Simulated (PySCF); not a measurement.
**LiTl: bond curves at several levels of theory**

An exercise on one series of results from a longer session: the logs are not shown, and one member is left open.

Method: Li def2-SVP, Tl def2-SVP with ECP60, scalar-relativistic core potentials; program: PySCF 2.14.0.

Set-up of the first run:

The job is set up so:

- atoms: Li, Tl
- charge: 0
- basis: Li def2-SVP, Tl def2-SVP with ECP60
- Hamiltonian: scalar-relativistic core potentials
- basis functions: 35
- electrons treated: 24
- masses in u: 7.0160, 204.9744
- levels: PBE0, PBE, r²SCAN, r²SCAN0, r²SCANh, B3LYP, HSE06, HF, MP2, SCS-MP2, CCSD, CCSD(T)
- grid: 80 radial by 434 angular points
- occupations: held fixed by the projection of orbital angular momentum
- dissociation limit: Li + Tl, each in its ground configuration
- starting distance in angstrom: 2.715
- values of 2S to try: 0, 2

The run is started by

```
OMP_NUM_THREADS=1 python dia.py task.json out
```

Among the steps run: Input; The PBE0 curve of the state that the search chose; Excited determinants; PBE (GGA); r²SCAN; r²SCAN0 (hybrid meta-GGA); r²SCANh (hybrid meta-GGA); B3LYP (global hybrid GGA); HSE06; RHF (mean field); MP2 and coupled cluster.

One of the session's tables, all rows but one given; the rest of the session is left out.

It belongs to the step «The curves together». Energy (eV) from each level's lowest point:

```
R (Å)    RHF  RHF-MP2  RHF-SCS-MP2  RHF-CCSD  RHF-CCSD(T)
2.619  0.275    0.225        0.238       n/a          n/a
2.740  0.138    0.104        0.114     0.100        0.096
2.862  0.054    0.035        0.041     0.034        0.032
2.954  0.018    0.009        0.012     0.009        0.008
3.045  0.002    0.000        0.000     0.000        0.000
3.136  0.000    0.006        0.003     0.005        0.005
3.258      ?        ?            ?         ?            ?
3.410  0.061    0.083        0.071     0.073        0.072
3.593  0.137    0.167        0.149     0.146        0.143
3.837  0.265    0.299        0.274       n/a          n/a
```

Estimate the missing values for R (Å) = 3.258.

Worked estimate for «RHF». A straight line through the neighbours (3.136, 0.000) and (3.410, 0.061) gives 0.000 + (0.061 − 0.000) × (3.258 − 3.136) / (3.410 − 3.136) = 0.027; a parabola fitted to 4 rows on both sides gives 0.019.

The run gave: RHF: 0.017; RHF-MP2: 0.031; RHF-SCS-MP2: 0.024; RHF-CCSD: 0.027; RHF-CCSD(T): 0.027. In «RHF» the line misses by +0.010 and the parabola by +0.002.
